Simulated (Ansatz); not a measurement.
The system is HfIn4SiO6.

```xyz
12
Lattice="3.2302 -5.5777 -0.0247 3.2302 5.5777 -0.0247 -1.4907 0.0000 6.3203" Properties=species:S:1:pos:R:3 pbc="T T T"
Hf    0.6440    0.0000    0.0526
In    4.1040   -1.7301    0.0202
In    4.1040    1.7301    0.0202
In    1.7482   -1.8121    3.0400
In    1.7482    1.8121    3.0400
Si    4.8557    0.0000    2.7718
O     4.0293   -1.3765    2.3731
O     4.0293    1.3765    2.3731
O    -0.2525    0.0000    1.8631
O     5.2892    0.0000    4.3477
O     1.7422   -1.5806    0.4557
O     1.7422    1.5806    0.4557
```

The cell was built by a generator and needn't be a form met in nature.

* Program: Ansatz 0.2.0
* Task: relaxation of cell and atoms
* Functional: PBEsol
* Potentials or basis: Ansatz PAW
* Cutoff: 420 eV (not typed: the program's choice for these potentials)
* k mesh: 4 × 4 × 3
* Occupations: fermi-dirac, width 0.05 eV
* Spin: no spin polarisation

At the start: volume 18.94 Å³/atom.

Problem. Where does the relaxation end?

Solution. It ends after 18 steps and the volume is 17.27 Å³/atom (-8.8 %); space group Cm (No. 8, to 0.05 Å).

Step by step:
| step | energy change (eV) | largest force (eV/Å) | volume (Å³) |
| --- | --- | --- | --- |
| 1 | 0.0000 | 0.2073 | 227.34 |
| 2 | -0.1128 | 0.7023 | 209.50 |
| 3 | -0.1643 | 0.2456 | 214.59 |
| 4 | -0.1745 | 0.1763 | 213.62 |
| 5 | -0.2002 | 0.2266 | 210.19 |
| 6 | -0.2110 | 0.2895 | 209.40 |
| 7 | -0.2220 | 0.2342 | 208.15 |
| 8 | -0.2229 | 0.1218 | 208.39 |
| 9 | -0.2232 | 0.0438 | 208.61 |
| 10 | -0.2243 | 0.0343 | 208.29 |
| 11 | -0.2239 | 0.0100 | 208.50 |
| 12 | -0.2007 | 0.0117 | 208.50 |
| 13 | -0.2039 | 0.0304 | 207.56 |
| 14 | -0.2042 | 0.0295 | 207.49 |
| 15 | -0.2048 | 0.0280 | 207.32 |
| 16 | -0.2047 | 0.0333 | 207.38 |
| 17 | -0.2051 | 0.0073 | 207.25 |
| 18 | -0.2021 | 0.0069 | 207.25 |

Final structure:
```
Hf In Si O
1.0
     2.98626   -5.45337   -0.07439
     2.98626    5.45337   -0.07439
    -1.47471    0.00000    6.40002
Hf In Si O
1 4 1 6
Direct
  0.08345 0.08345 0.00449
  0.79206 0.48021 0.00713
  0.48021 0.79206 0.00713
  0.54896 0.21482 0.49923
  0.21482 0.54896 0.49923
  0.86189 0.86189 0.44304
  0.83372 0.58289 0.37104
  0.58289 0.83372 0.37104
  0.06730 0.06730 0.31596
  0.97788 0.97788 0.69380
  0.42621 0.13058 0.06394
  0.13058 0.42621 0.06394
```

Caveat: the plane-wave basis is chosen anew once the cell has moved, so the energies of steps on either side of that aren't comparable; the pressure holds a Pulay correction of +0.4 GPa for the finite cutoff; the PAW data sets come from PBE, with cores solved anew for the run's functional, which leaves a small shift of forces and pressure.
